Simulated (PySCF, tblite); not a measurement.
# C6H11NOSi: geometry, infrared bands and NMR shifts

Aim: predict the infrared bands and NMR shifts of C6H11NOSi (`C=CNC(=O)[C@H]1CC[SiH2]1`).

Programs: tblite 0.8.0 and PySCF 2.14.0, with density-fitted response routines of our own. Each step states its level of theory. These are calculated values for one molecule in the gas phase, unless marked as measured. Atoms count from 0, in the outputs and in this text.

## 1. Starting geometry

20 atoms, charge 0, multiplicity 1; geometry from: force field or distance geometry start.

Bonds of the start (Å): C0–C1 1.34, C1–N2 1.42, N2–C3 1.43, C3–O4 1.24, C3–C5 1.48, C5–C6 1.51, C6–C7 1.52, C7–Si8 1.87, Si8–C5 1.84, C0–H9 1.09, C0–H10 1.07, C1–H11 1.09, N2–H12 1.04, C5–H13 1.12, C6–H14 1.12, C6–H15 1.12, C7–H16 1.10, C7–H17 1.10, Si8–H18 1.45, Si8–H19 1.45.

## 2. Relaxing the molecule with GFN2-xTB

What the job is given:

```
{"job": {"kind": "relax", "xc": "GFN2-xTB", "basis": "xTB"}, "charge": 0, "multiplicity": 1}
C      3.950500    -0.726000    -0.519600
C      2.886600     0.082200    -0.423600
N      1.599900    -0.390200    -0.066500
C      0.468400     0.485100     0.032300
O      0.659800     1.697400    -0.172000
C     -0.894800     0.044100     0.389900
C     -1.938500     1.129700     0.452200
C     -3.002000     0.282300    -0.220300
Si    -1.733200    -0.860600    -0.974300
H      3.838900    -1.791100    -0.336500
H      4.929700    -0.377000    -0.781600
H      3.082900     1.135100    -0.609500
H      1.472400    -1.401900     0.113800
H     -0.887100    -0.566000     1.325100
H     -1.707400     2.049600    -0.135900
H     -2.252200     1.355300     1.500300
H     -3.529000     0.915300    -0.954400
H     -3.669100    -0.273900     0.452100
H     -1.917400    -2.272700    -0.681500
H     -1.363500    -0.506000    -2.335100
```

On the command line:

```sh
> OMP_NUM_THREADS=1 python probes_run.py task.json out
```

The driver reads the jobs from task.json and runs them one after another.

**Question.** This job is followed by: GFN2-xTB harmonic vibrations, gas phase; GIAO PBE0/pcSseg-1 NMR shielding, non-relativistic, gas phase. Predict these results of the whole session: strongest single infrared mode (GFN2-xTB); zero-point energy (GFN2-xTB); ¹³C shifts against TMS (PBE0/pcSseg-1); ¹H shifts against TMS (PBE0/pcSseg-1); ¹⁵N shifts against NH3 (PBE0/pcSseg-1); ¹⁷O shifts against H2O (PBE0/pcSseg-1); ²⁹Si shifts against TMS (PBE0/pcSseg-1).

As calculated:

```
                                 quantity                                                                 value
strongest single infrared mode (GFN2-xTB)                                                 1722 cm⁻¹, 424 km/mol
             zero-point energy (GFN2-xTB)                                                         97.5 kcal/mol
   ¹³C shifts against TMS (PBE0/pcSseg-1)                               173.0, 137.5, 92.7, 34.1, 21.8, 6.8 ppm
    ¹H shifts against TMS (PBE0/pcSseg-1)  7.40, 5.86, 4.98, 4.72, 4.40, 4.36, 3.54, 2.46, 2.24, 1.55, 1.46 ppm
   ¹⁵N shifts against NH3 (PBE0/pcSseg-1)                                                             160.6 ppm
   ¹⁷O shifts against H2O (PBE0/pcSseg-1)                                                             406.5 ppm
  ²⁹Si shifts against TMS (PBE0/pcSseg-1)                                                             -22.9 ppm
```

**Reading.** Over 109 steps the energy fell by 0.857 eV; of the close pairs, C5–Si8 changed most, 1.839 to 1.936 Å. All 54 modes are real, so the xTB geometry is a minimum. The strongest single mode, at 1722 cm⁻¹, moves mainly C3 and O4. Unscaled tight-binding wavenumbers are off by several per cent, some by more. Its intensities can rank the bands wrongly. The most deshielded hydrogen is H11 (hydrogen on an alkene carbon bearing nitrogen), at 7.40 ppm: attached to an sp2 carbon and in the plane of the double bond. At PBE0/pcSseg-1: The widest tensor belongs to O4: span 761 ppm, with a paramagnetic part of -473 ppm.
